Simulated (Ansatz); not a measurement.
Geometry optimisation, Ansatz, DFT PBE-D3(BJ), scalar-relativistic, plane waves, PAW.

Input file:

```yaml
crystal:
  lattice:
    - [10.86, 0.0, 0.0]
    - [0.0, 10.86, 0.0]
    - [0.0, 0.0, 10.86]
  atoms:
    - { symbol: Si, position: [0.497331, 0.0012151, 0.0016946] }
    - { symbol: Si, position: [0.6253486, 0.1234854, 0.1277199] }
    - { symbol: Si, position: [0.747191, 0.2575564, 0.0005544] }
    - { symbol: Si, position: [0.8759389, 0.374039, 0.1240085] }
    - { symbol: Si, position: [0.7488013, 0.0030118, 0.2451542] }
    - { symbol: Si, position: [0.8777929, 0.1274757, 0.3732644] }
    - { symbol: Si, position: [0.00181, 0.0028433, 0.0005489] }
    - { symbol: Sb, position: [0.1240208, 0.1285407, 0.1258624] }
    - { symbol: Si, position: [0.3766574, 0.376326, 0.1271312] }
    - { symbol: Si, position: [0.4993352, 0.497969, -0.0058212] }
    - { symbol: Si, position: [0.6269298, 0.623802, 0.1271634] }
    - { symbol: Si, position: [0.7525542, 0.7501683, 0.0046199] }
    - { symbol: Si, position: [0.8742503, 0.876236, 0.1249455] }
    - { symbol: Si, position: [0.2517053, 0.001098, 0.2534249] }
    - { symbol: Si, position: [0.3777663, 0.1229731, 0.3741445] }
    - { symbol: Si, position: [0.4957901, 0.2532351, 0.248397] }
    - { symbol: Si, position: [0.6236219, 0.3754988, 0.3768446] }
    - { symbol: Si, position: [0.7482833, 0.5055647, 0.2516609] }
    - { symbol: Si, position: [0.8716019, 0.6244492, 0.3797942] }
    - { symbol: Si, position: [0.5019, -0.000933, 0.498323] }
    - { symbol: Si, position: [0.6197263, 0.1209653, 0.6274578] }
    - { symbol: Si, position: [0.7467441, 0.2533653, 0.4975192] }
    - { symbol: Si, position: [0.8738352, 0.3759174, 0.6277006] }
    - { symbol: Si, position: [0.7510975, -0.0001781, 0.7531492] }
    - { symbol: Si, position: [0.8703692, 0.1265155, 0.8747627] }
    - { symbol: Si, position: [-0.0001754, 0.5006533, -0.0014329] }
    - { symbol: Si, position: [0.1265591, 0.6273029, 0.1242886] }
    - { symbol: Si, position: [0.250673, 0.7510997, 0.0014944] }
    - { symbol: Si, position: [0.3696762, 0.8781379, 0.1219037] }
    - { symbol: Si, position: [-0.0007205, 0.2488501, 0.2475288] }
    - { symbol: Si, position: [0.1230788, 0.3748584, 0.3764788] }
    - { symbol: Si, position: [0.2527915, 0.5030999, 0.2490592] }
    - { symbol: Si, position: [0.3753456, 0.6230002, 0.3763523] }
    - { symbol: Si, position: [0.5050697, 0.747259, 0.2489396] }
    - { symbol: Si, position: [0.6284921, 0.8857724, 0.3795632] }
    - { symbol: Si, position: [0.0050351, -0.0002772, 0.4957726] }
    - { symbol: Si, position: [0.1250988, 0.1246944, 0.6246803] }
    - { symbol: Si, position: [0.2501282, 0.2483628, 0.497448] }
    - { symbol: Si, position: [0.3741605, 0.3724741, 0.62878] }
    - { symbol: Si, position: [0.501337, 0.5008545, 0.5004968] }
    - { symbol: Si, position: [0.6206231, 0.6226691, 0.6264343] }
    - { symbol: Si, position: [0.7480387, 0.751885, 0.4954679] }
    - { symbol: Si, position: [0.8708485, 0.8734188, 0.6268396] }
    - { symbol: Si, position: [0.2447145, 0.0039149, 0.7512728] }
    - { symbol: Si, position: [0.3739871, 0.1238769, 0.8727888] }
    - { symbol: Si, position: [0.5005193, 0.246402, 0.748997] }
    - { symbol: Si, position: [0.6247994, 0.3712215, 0.8755661] }
    - { symbol: Si, position: [0.7551057, 0.5031641, 0.7523768] }
    - { symbol: Si, position: [0.8771401, 0.6166963, 0.8792662] }
    - { symbol: Si, position: [0.0021347, 0.7514257, 0.2469758] }
    - { symbol: Si, position: [0.1259831, 0.8780779, 0.3731248] }
    - { symbol: Si, position: [-0.0017329, 0.4985367, 0.498349] }
    - { symbol: Si, position: [0.1279529, 0.6273897, 0.6270414] }
    - { symbol: Si, position: [0.2530905, 0.7498767, 0.5007609] }
    - { symbol: Si, position: [0.3729664, 0.8717584, 0.6200625] }
    - { symbol: Si, position: [-0.0005245, 0.2508212, 0.7465404] }
    - { symbol: Si, position: [0.1240069, 0.372315, 0.8753468] }
    - { symbol: Si, position: [0.2511131, 0.5001191, 0.748402] }
    - { symbol: Si, position: [0.377103, 0.6245761, 0.8764991] }
    - { symbol: Si, position: [0.4955507, 0.7473202, 0.7477067] }
    - { symbol: Si, position: [0.6193752, 0.8777292, 0.8765293] }
    - { symbol: Si, position: [-0.0019879, 0.7515442, 0.7455804] }
    - { symbol: Si, position: [0.1309726, 0.8815151, 0.8744605] }
total_charge: -1
basis:
  ecutwfc: 420.0
kpoints:
  mp_grid: { grid: [1, 1, 1] }
hamiltonian:
  xc: pbe
  dispersion: d3bj
  pseudopotentials: { kind: paw, azcp: { folder: soft_1 } }
scf:
  occupations: { method: gaussian, width: 0.02 }
  lower_state_search: "off"
relax:
  f_tol: 0.03
  max_steps: 60
  adjacent_minimum: "off"
```

Launched with:

```bash
$ ansatz run input.yaml --threads 4 --pin off --max-ram 10240MiB --backend cpu --events-out ev --progress --plain --runs-dir out
```

Problem. Where does it end, and by what steps?

Solution. The forces met the threshold. The force dipped under the threshold on the way, but the program's further checks kept it going. Limits of this set-up: coarse k mesh, no spin, though dangling bonds at a vacancy may carry it, a typed lattice constant that wasn't relaxed here, charged cell in a uniform background, uncorrected. After 10 steps the energy has fallen by 2.492 eV; Sb8 moved furthest, 0.53 Å.

```tsv
step	energy less start (eV)	largest force component (eV/Å)	accepted
0	0.0000	2.802	yes
1	-2.1002	0.884	yes
2	-2.4451	0.186	yes
3	-2.4395	0.160	no
4	-2.4784	0.047	yes
5	-2.4781	0.203	no
6	-2.4837	0.028	yes
7	-2.4886	0.033	yes
8	-2.4905	0.040	yes
9	-2.4916	0.019	yes
10	-2.4916	0.019	yes
```

```xyz
63
Lattice="10.8600 0.0000 0.0000 0.0000 10.8600 0.0000 0.0000 0.0000 10.8600" Properties=species:S:1:pos:R:3
Si 5.401 0.015 0.034
Si 6.785 1.363 1.361
Si 8.130 2.716 0.005
Si 9.480 4.073 1.372
Si 8.125 -0.003 2.720
Si 9.496 1.336 4.077
Si -0.033 -0.022 -0.032
Sb 1.664 1.679 1.055
Si 4.093 4.081 1.349
Si 5.430 5.440 0.013
Si 6.815 6.823 1.328
Si 8.164 8.174 -0.016
Si 9.509 9.510 1.379
Si 2.746 -0.026 2.748
Si 4.065 1.347 4.098
Si 5.402 2.687 2.717
Si 6.761 4.081 4.058
Si 8.114 5.444 2.709
Si 9.493 6.774 4.080
Si 5.435 0.013 5.461
Si 6.810 1.397 6.765
Si 8.158 2.744 5.412
Si 9.515 4.079 6.807
Si 8.113 0.011 8.137
Si 9.475 1.347 9.508
Si 0.006 5.409 0.027
Si 1.359 6.787 1.354
Si 2.708 8.139 0.004
Si 4.068 9.483 1.373
Si -0.046 2.748 2.757
Si 1.342 4.074 4.090
Si 2.691 5.405 2.699
Si 4.065 6.764 4.061
Si 5.429 8.113 2.715
Si 6.768 9.500 4.076
Si -0.009 -0.001 5.452
Si 1.354 1.364 6.791
Si 2.707 2.716 5.442
Si 4.064 4.073 6.802
Si 5.419 5.431 5.446
Si 6.794 6.804 6.780
Si 8.144 8.153 5.428
Si 9.496 9.498 6.805
Si 2.684 0.017 8.171
Si 4.083 1.360 9.494
Si 5.421 2.710 8.152
Si 6.773 4.076 9.507
Si 8.132 5.431 8.149
Si 9.512 6.766 9.507
Si -0.011 8.122 2.721
Si 1.329 9.509 4.065
Si 0.005 5.445 5.459
Si 1.388 6.821 6.761
Si 2.725 8.171 5.409
Si 4.074 9.521 6.808
Si -0.008 2.688 8.168
Si 1.354 4.084 9.482
Si 2.700 5.437 8.145
Si 4.061 6.777 9.512
Si 5.414 8.133 8.156
Si 6.761 9.522 9.498
Si -0.002 8.114 8.143
Si 1.340 9.486 9.504
```

Whether the end is a true minimum wasn't checked by a vibrational analysis.

The run took 66 s on 4 threads of Intel(R) Xeon(R) Platinum 8175M CPU @ 2.50GHz (Skylake/Cascade Lake) (shared host), peak memory 1.2 GiB.
